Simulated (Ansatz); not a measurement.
I need a single point from an input written key by key of CH₅ClFPSi, SMILES FC(Cl)[SiH2]P. Use the Python package of Ansatz (0.2.0). Use: r2SCAN, def2-SVP basis, multiplicity 1.

Input file `input.yaml`:
```yaml
crystal:
  periodic: [false, false, false]
  atoms:
    - { symbol: F, position_ang: [-1.3196, 0.4974, 1.3549] }
    - { symbol: C, position_ang: [-1.2812, 0.3043, 0.0065] }
    - { symbol: Cl, position_ang: [-1.0923, 1.8833, -0.7863] }
    - { symbol: Si, position_ang: [0.1127, -0.8094, -0.4311] }
    - { symbol: P, position_ang: [2.0719, -0.0821, 0.3552] }
    - { symbol: H, position_ang: [-2.2487, -0.1042, -0.2965] }
    - { symbol: H, position_ang: [0.2573, -0.969, -1.904] }
    - { symbol: H, position_ang: [-0.0893, -2.1734, 0.1291] }
    - { symbol: H, position_ang: [1.6342, 0.2001, 1.6707] }
    - { symbol: H, position_ang: [1.9551, 1.253, -0.0983] }
basis:
  gaussian: { orbitals: def2-SVP }
hamiltonian:
  xc: r2scan
output:
  forces: true
```

`deck_ch5clfpsi.py`
```python
"""Run CH5ClFPSi from an input written out key by key."""

import ansatz as az
import numpy as np
import pandas as pd

session = az.Session.from_deck("input.yaml")
r = session.plan(threads=1).execute().report

print("reference energy %16.6f eV" % r["reference_energy_ev"])
print("total energy     %16.6f eV" % r["free_energy_ev"])
print("occupied orbitals outside the frozen core (up, down):", r["n_occupied"], " frozen:", r["n_frozen"], " virtual:", r["n_virtual"])
symbols = ["F", "C", "Cl", "Si", "P", "H", "H", "H", "H", "H"]
state = r["mean_field"]["state"]
print(f"mean field: {state['energy']['hartree']:.7f} Ha, <S^2> = {abs(state['spin_squared']):.4f}, stability: {state.get('stability', {}).get('kind')}")

print("forces (eV/A)")
for symbol, f in zip(symbols, r["forces_ev_ang"]):
    print(f"  {symbol:2s} {f[0]:9.4f} {f[1]:9.4f} {f[2]:9.4f}")
charges = r["charge_distribution"]
table = pd.DataFrame({"atom": symbols, "mulliken": charges["mulliken_charges_e"], "lowdin": charges["lowdin_charges_e"]})
print(table.round(3).to_string())
print("dipole (e A):", np.round(charges["dipole_moment_e_ang"], 4) + 0.0)
```

```console
$ python deck_ch5clfpsi.py
reference energy    -33507.764293 eV
total energy        -33507.764293 eV
occupied orbitals outside the frozen core (up, down): [33, 33]  frozen: 0  virtual: [74, 74]
mean field: -1231.3876254 Ha, <S^2> = 0.0000, stability: minimum
forces (eV/A)
  F     0.0036   -0.0644    0.5606
  C    -0.9866    0.4679    0.2820
  Cl   -0.0017    0.4027   -0.3555
  Si    1.4966   -0.9518   -0.4396
  P     0.6586   -0.2914   -0.0576
  H    -0.4486    0.0434   -0.1819
  H    -0.1573    0.1263   -0.0786
  H    -0.1914   -0.0196    0.1611
  H    -0.2234    0.0505    0.2155
  H    -0.1497    0.2364   -0.1059
  atom  mulliken  lowdin
0    F    -0.224   0.045
1    C     0.083  -0.251
2   Cl    -0.144   0.182
3   Si     0.351   0.118
4    P    -0.142   0.134
5    H     0.092  -0.024
6    H    -0.037  -0.066
7    H    -0.046  -0.069
8    H     0.034  -0.032
9    H     0.033  -0.037
dipole (e A): [-0.2265 -0.1407 -0.0975]
```

What to keep in mind:
- Total energies depend on the basis set; only differences at equal settings carry meaning.
- The geometry is a force-field or estimated start, not a minimum of this method, and the basis set is short of its limit.
- The Löwdin charges here are taken after orthogonalising the functions within each atom; they differ from plain Löwdin charges, and their signs can be unphysical.
- Timing: 8.6 s on 1 thread of Arm Neoverse V1 (shared host), peak memory 0.26 GiB.

(Lines on the test bed's own set-up are left out of the output.)
